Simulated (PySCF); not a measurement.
The system is FCClBrH, in a box.

```
CELL_PARAMETERS angstrom
12.00000 0.00000 0.00000
0.00000 12.00000 0.00000
0.00000 0.00000 12.00000
ATOMIC_POSITIONS crystal
F 0.45963 0.51253 0.60643
C 0.50651 0.50630 0.50587
Cl 0.61313 0.41198 0.50185
Br 0.38926 0.46700 0.40305
H 0.53717 0.58707 0.47971
```

The cell isn't the ideal one: atoms moved at random, drawn with an rms of 0.05 Å.

Program: PySCF 2.14.0. Alike in all runs: task atomic charges; potentials or basis 6-31g* (all-electron); no spin polarisation; cell atoms moved at random, drawn with an rms of 0.05 Å; k mesh 1 × 1 × 1; smearing fixed.

Task: Order these runs on this cell by their band gap on the k mesh, lowest first.
A. level PBE
B. level X3LYP+D3; three-body dispersion term no; exxdiv ewald; three-centre integrals read from an earlier run's file
C. level PBE50; exxdiv ewald; three-centre integrals read from an earlier run's file
D. level r2SCAN; three-centre integrals read from an earlier run's file

Result: A (5.37 eV), D (5.89 eV), B (7.36 eV), C (10.17 eV).

Caveats: this is a molecule in a periodic box at the Γ point, so its band gap is the HOMO-LUMO gap; relativity is left out, which matters for the heavier elements; the basis of atomic orbitals isn't converged, which shifts pressures, moduli and gaps.

